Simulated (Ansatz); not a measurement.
# C₄H₄F₆O: basis-set convergence

Aim: see how fast density functionals converge with the basis set for C₄H₄F₆O.

Method: one geometry, several basis sets; program: Ansatz 0.2.0, Gaussian basis.

Plan: PBE0-D4/def2-SVP; ωB97M-V/def2-SVP; PBE0-D4/def2-QZVPP; ωB97M-V/def2-QZVPP; the functionals' def2-TZVPP values are taken from earlier runs.

**1. The relaxed structure**

The geometry comes from an earlier relaxation with PBE0-D4 in a triple-zeta def2 set; it is a stationary point, not always the lowest conformer.

SMILES `FCC(F)C(F)(F)OC(F)F`, 15 atoms, charge 0, spin multiplicity 1.

Atoms are counted from 1 here; the program's logs count them from 0.

Bond lengths: F1–C2 1.374 Å, C2–C3 1.507 Å, C2–H12 1.092 Å, C2–H13 1.093 Å, C3–F4 1.376 Å, C3–C5 1.528 Å, C3–H14 1.094 Å, C5–F6 1.337 Å, C5–F7 1.347 Å, C5–O8 1.374 Å, O8–C9 1.379 Å, C9–F10 1.344 Å, C9–F11 1.334 Å, C9–H15 1.090 Å. Angles: F1–C2–C3 109.0°, F1–C2–H12 108.8°, F1–C2–H13 108.8°, C3–C2–H12 110.3°, C3–C2–H13 110.1°, H12–C2–H13 109.8°, C2–C3–F4 110.3°, C2–C3–C5 112.3°, C2–C3–H14 110.3°, F4–C3–C5 107.9°, F4–C3–H14 108.2°, C5–C3–H14 107.7°, C3–C5–F6 108.6°, C3–C5–F7 109.1°, C3–C5–O8 115.5°, F6–C5–F7 107.9°, F6–C5–O8 105.5°, F7–C5–O8 110.0° and more.

**2. PBE0-D4 in def2-SVP**

Contents of in.yaml:

```yaml
crystal:
  periodic: [false, false, false]
  atoms:
    - {symbol: F, position_ang: [-1.638502, 1.530087, -2.032575]}
    - {symbol: C, position_ang: [-0.738767, 1.305106, -1.018324]}
    - {symbol: C, position_ang: [-1.110787, 0.030854, -0.305242]}
    - {symbol: F, position_ang: [-0.801422, -1.059487, -1.084853]}
    - {symbol: C, position_ang: [-0.379704, -0.121775, 1.028225]}
    - {symbol: F, position_ang: [-0.793323, 0.845247, 1.853974]}
    - {symbol: F, position_ang: [-0.711846, -1.305795, 1.579031]}
    - {symbol: O, position_ang: [0.987423, 0.004584, 0.972017]}
    - {symbol: C, position_ang: [1.727608, -0.990934, 0.368622]}
    - {symbol: F, position_ang: [2.148748, -0.556967, -0.831641]}
    - {symbol: F, position_ang: [2.809348, -1.185806, 1.124413]}
    - {symbol: H, position_ang: [0.261786, 1.219858, -1.447636]}
    - {symbol: H, position_ang: [-0.773796, 2.148123, -0.323306]}
    - {symbol: H, position_ang: [-2.185231, 0.010260, -0.100396]}
    - {symbol: H, position_ang: [1.176867, -1.924155, 0.246993]}
basis:
  gaussian: {orbitals: def2-SVP}
hamiltonian: {xc: pbe0, dispersion: d4}
output: {orbitals: {seedname: orbitals}}
```

Command:

```bash
> ansatz run in.yaml --threads 5 --pin off --events-out ev --progress --plain --max-ram 66560MiB --backend cpu
```

After this run come: ωB97M-V in def2-SVP; PBE0-D4 in def2-QZVPP; ωB97M-V in def2-QZVPP.

Q: Predict the results of all the runs planned. Wanted: PBE0-D4: double and triple zeta above quadruple; ωB97M-V: double and triple zeta above quadruple.

**Answer**, as computed:

```
                                       quantity           value
PBE0-D4: double and triple zeta above quadruple  28.01, 1.13 eV
ωB97M-V: double and triple zeta above quadruple  28.55, 1.07 eV
```

**Reading.** PBE0-D4 gains 26.88 eV from double to triple zeta, then 1.13 eV more. These are total energies; as a rule much of such shifts cancels in differences, which this series doesn't test. The LUMO of ωB97M-V is positive and keeps falling with the basis (3.59 to 2.02 eV): an unbound level that the basis holds in place.
